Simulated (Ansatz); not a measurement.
This script drives Ansatz 0.2.0 through its Python package.

`md.py`:
```python
"""A short Born-Oppenheimer trajectory of BrFH2Si."""

import ansatz as az
import numpy as np

geometry_ang = [
    ("F", (-0.2988, -0.2649, 1.5883)),
    ("Si", (0.0877, -0.0997, 0.0388)),
    ("Br", (-1.3142, 1.2947, -1.0112)),
    ("H", (0.0945, -1.4241, -0.6044)),
    ("H", (1.4807, 0.4203, -0.0529)),
]
molecule = az.Crystal.molecule()
for symbol, xyz in geometry_ang:
    molecule = molecule.atom(symbol, xyz)

calculation = (
    molecule.calculation()
    .basis(gaussian="def2-SVP")  # atom-centred Gaussian functions
    .functional("b3lyp")
)
symbols = [site.symbol for site in molecule.cartesian_sites]
start = np.array([site.position_ang for site in molecule.cartesian_sites], dtype=float)
report = calculation.relax(force_tolerance=0.02, max_steps=100).run(threads=1).report
end = np.array(report["positions_ang"])
minimum = az.Crystal.molecule()
for symbol, place in zip(symbols, end):
    minimum = minimum.atom(symbol, place.tolist())

# dynamics from the relaxed geometry
calculation = (
    minimum.calculation()
    .basis(gaussian="def2-SVP")
    .functional("b3lyp")
    .md("nve", timestep=0.5, steps=30, temperature=300, initial_velocities="maxwell_boltzmann", seed=48)
)
frames = []
out = calculation.session().plan().execute(on_event=lambda e: frames.append(e["data"]) if e["event"] == "md_step" else None)
print("t (fs)   E_pot (eV)      E_kin (eV)   T (K)   d(0-1) (A)")
for f in frames[::2]:
    xyz = np.array(f["positions_ang"])
    print(f"{f['time_fs']:6.2f} {f['lagrangian_ev']:14.5f} {f['e_kin_ev']:10.5f} {f['temperature_k']:8.1f} {np.linalg.norm(xyz[0] - xyz[1]):9.4f}")
kept = np.array([f["conserved_ev"] for f in frames])
print(f"conserved energy moves by at most {1000 * np.ptp(kept):.3f} meV")
```

It is started by `python md.py`. Estimate its wall time and peak memory on 1 thread of Arm Neoverse V1 (shared host).

It took about 84 s, with a peak of 0.22 GiB, for 2 runs of the engine.

Running `python md.py` prints:
```text
t (fs)   E_pot (eV)      E_kin (eV)   T (K)   d(0-1) (A)
  0.00   -80664.14458    0.11633    300.0    1.6208
  1.00   -80664.14057    0.11235    289.7    1.6169
  2.00   -80664.13017    0.10201    263.1    1.6131
  3.00   -80664.11724    0.08914    229.9    1.6096
  4.00   -80664.10547    0.07740    199.6    1.6064
  5.00   -80664.09666    0.06858    176.8    1.6037
  6.00   -80664.09014    0.06202    159.9    1.6015
  7.00   -80664.08358    0.05542    142.9    1.5998
  8.00   -80664.07473    0.04657    120.1    1.5987
  9.00   -80664.06350    0.03538     91.2    1.5982
 10.00   -80664.05277    0.02472     63.8    1.5983
 11.00   -80664.04700    0.01900     49.0    1.5989
 12.00   -80664.04894    0.02092     53.9    1.6001
 13.00   -80664.05720    0.02910     75.0    1.6017
 14.00   -80664.06711    0.03893    100.4    1.6037
 15.00   -80664.07411    0.04592    118.4    1.6062
conserved energy moves by at most 0.253 meV
```

Reading the output:
- The settings weren't tested for convergence.
- The trajectory is only some femtoseconds long, so its temperature is not equilibrated; where the script doesn't relax first, it starts from a rough generated geometry.
- b3lyp holds the VWN-RPA fit, as in Gaussian; the form of ORCA and Turbomole is b3lyp5.
- The temperature counts the internal degrees of freedom alone.
